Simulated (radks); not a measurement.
**W⁴²⁺ in [Ar] 3d10 4s2 4p2: an all-electron calculation**

The task here is to estimate one member of a computed series from the others.

The numbers are computed with radks (a radial shooting solver on a logarithmic mesh, Libxc functionals) version 1 (Dirac Kohn-Sham, PBE, spin-unpolarised, spherical densities, finite nucleus; open shells fill j = l - 1/2 first), except any that are marked as measured or tabulated.

### Starting point

| Quantity | Value |
| --- | --- |
| element | tungsten (Z = 74) |
| charge | +42 |
| electrons | 32 |
| configuration | [Ar] 3d10 4s2 4p2 |
| nuclear rms radius | 5.3658 fm |

The first run:

Settings of this run:

```text
Z 74
configuration [Ar] 3d10 4s2 4p2
relativity Dirac
functional pbe,pbe
spin unpolarised
j_filling energy
nucleus finite rms 5.3658 fm
c 137.035999084
```

One of the session's tables, all rows but one given; the rest of the session is left out.

It belongs to the step «Shells». From the orbitals of this run (lengths in bohr):

| level | <r> | outermost maximum (interpolated) | 90 % within | nodes |
| --- | --- | --- | --- | --- |
| 1s1/2 | 0.01835 | 0.0115 | 0.0334 | 0 |
| 2s1/2 | 0.07684 | 0.0658 | 0.120 | 1 |
| 2p1/2 | 0.06355 | 0.0489 | 0.106 | 0 |
| 2p3/2 | 0.07148 | 0.0557 | 0.116 | 0 |
| 3s1/2 | 0.1975 | 0.184 | 0.290 | 2 |
| 3p1/2 | 0.1873 | 0.172 | 0.281 | 1 |
| 3p3/2 | 0.2010 | 0.186 | 0.300 | 1 |
| 3d3/2 | ? | ? | ? | ? |
| 3d5/2 | 0.1795 | 0.149 | 0.277 | 0 |
| 4s1/2 | 0.3961 | 0.391 | 0.560 | 3 |
| 4p1/2 | 0.3922 | 0.387 | 0.560 | 2 |
| 4p3/2 | 0.4120 | 0.408 | 0.587 | 2 |

Q: Estimate the row for 3d3/2 from the others.

The run gave: <r>: 0.1752; outermost maximum (interpolated): 0.145; 90 % within: 0.271; nodes: 0. In the column «<r>» it lies between 2s1/2 (0.07684) and 3d5/2 (0.1795).

To keep in mind: Spin polarisation and multiplet splitting are left out.
